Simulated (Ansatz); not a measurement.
# CH5Ga: up Jacob's ladder to CCSD(T)

One table from this session's results is given with a row withheld; the runs are named, their logs left out.

Program: Ansatz 0.2.0, Gaussian basis. Level of theory: functionals in def2-TZVPP, the program's frozen cores in correlated methods. These are calculated values, not measurements.

The runs, in order: LDA (SPW92), PBE-D4, revPBE-D4, BLYP-D4, r2SCAN-D4, B97M-V, PBE0-D4, B3LYP-D4, r2SCANh-D4, r2SCAN0-D4, HSE06-D4, BHLYP-D4, CAM-B3LYP-D4, LC-ωPBE, ωB97X-V, ωB97M-V, B2PLYP, PBE-QIDH; CCSD(T)/def2-SVP; CCSD(T)/def2-TZVPP; MP2/def2-QZVPP; extrapolation to the limit; RPA on PBE.

### The geometry

The geometry comes from an earlier relaxation with PBE0-D4 in a triple-zeta def2 set; it is a stationary point, not always the lowest conformer.

SMILES `[CH3][GaH2]`, 7 atoms, charge 0, spin multiplicity 1.

Atoms are counted from 1 here; the program's logs count them from 0.

Bond lengths: C1–Ga2 1.966 Å, C1–H3 1.096 Å, C1–H4 1.090 Å, C1–H5 1.092 Å, Ga2–H6 1.574 Å, Ga2–H7 1.574 Å. Angles: Ga2–C1–H3 108.8°, Ga2–C1–H4 112.4°, Ga2–C1–H5 111.3°, H3–C1–H4 107.8°, H3–C1–H5 107.0°, H4–C1–H5 109.3°, C1–Ga2–H6 120.1°, C1–Ga2–H7 121.1°, H6–Ga2–H7 118.8°.

Set-up of the first run:

in.yaml

```yaml
crystal:
  periodic: [false, false, false]
  atoms:
    - {symbol: C, position_ang: [-0.632378, -0.455955, -0.459388]}
    - {symbol: Ga, position_ang: [0.757017, 0.507017, 0.544748]}
    - {symbol: H, position_ang: [-1.177788, 0.260311, -1.083584]}
    - {symbol: H, position_ang: [-0.216549, -1.220985, -1.115884]}
    - {symbol: H, position_ang: [-1.362089, -0.913736, 0.211667]}
    - {symbol: H, position_ang: [0.374269, 1.328327, 1.832383]}
    - {symbol: H, position_ang: [2.257528, 0.495011, 0.070058]}
basis:
  gaussian: {orbitals: def2-TZVPP}
hamiltonian: {xc: lda}
output: {orbitals: {seedname: orbitals}}
```

Among the steps run: LDA; PBE-D4 (GGA); revPBE-D4 (GGA); BLYP-D4 (GGA); r2SCAN-D4 (meta-GGA); B97M-V (meta-GGA); PBE0-D4 (hybrid); B3LYP-D4 (hybrid); r2SCANh-D4 (hybrid); r2SCAN0-D4 (hybrid); HSE06-D4 (hybrid); BHLYP-D4 (hybrid); CAM-B3LYP-D4 (range-separated); LC-ωPBE (range-separated); ωB97X-V (range-separated); ωB97M-V (range-separated); B2PLYP (double hybrid); PBE-QIDH (double hybrid).

One of the session's tables, all rows but one given; the rest of the session is left out.

It belongs to the step «Frontier levels by functional». 

| functional | HOMO (eV) | LUMO (eV) | gap (eV) |
| --- | --- | --- | --- |
| LDA (SPW92) | -6.95 | -2.46 | 4.48 |
| PBE-D4 | -6.82 | -2.20 | 4.61 |
| revPBE-D4 | -6.76 | -2.08 | 4.68 |
| BLYP-D4 | -6.69 | -2.17 | 4.51 |
| r2SCAN-D4 | -7.08 | -1.89 | 5.20 |
| B97M-V | -7.15 | -2.14 | 5.01 |
| PBE0-D4 | -8.03 | -1.38 | 6.65 |
| B3LYP-D4 | ? | ? | ? |
| r2SCANh-D4 | -7.54 | -1.61 | 5.93 |
| r2SCAN0-D4 | -8.22 | -1.20 | 7.02 |
| HSE06-D4 | -7.63 | -1.75 | 5.88 |
| BHLYP-D4 | -9.16 | -0.66 | 8.50 |
| CAM-B3LYP-D4 | -9.40 | -0.52 | 8.88 |
| LC-ωPBE | -10.79 | 0.71 | 11.49 |
| ωB97X-V | -10.40 | 0.54 | 10.95 |
| ωB97M-V | -10.25 | 0.29 | 10.54 |

Q: Estimate the row for B3LYP-D4 from the others.

Worked estimate for «HOMO (eV)». Against the share of exact exchange, BLYP-D4 (0, -6.69), BHLYP-D4 (0.5, -9.16) give a slope of -4.94 per unit share; at 0.2 the line stands at -7.68.

As computed: HOMO (eV): -7.82; LUMO (eV): -1.68; gap (eV): 6.14. In «HOMO (eV)» the line misses by +0.14.
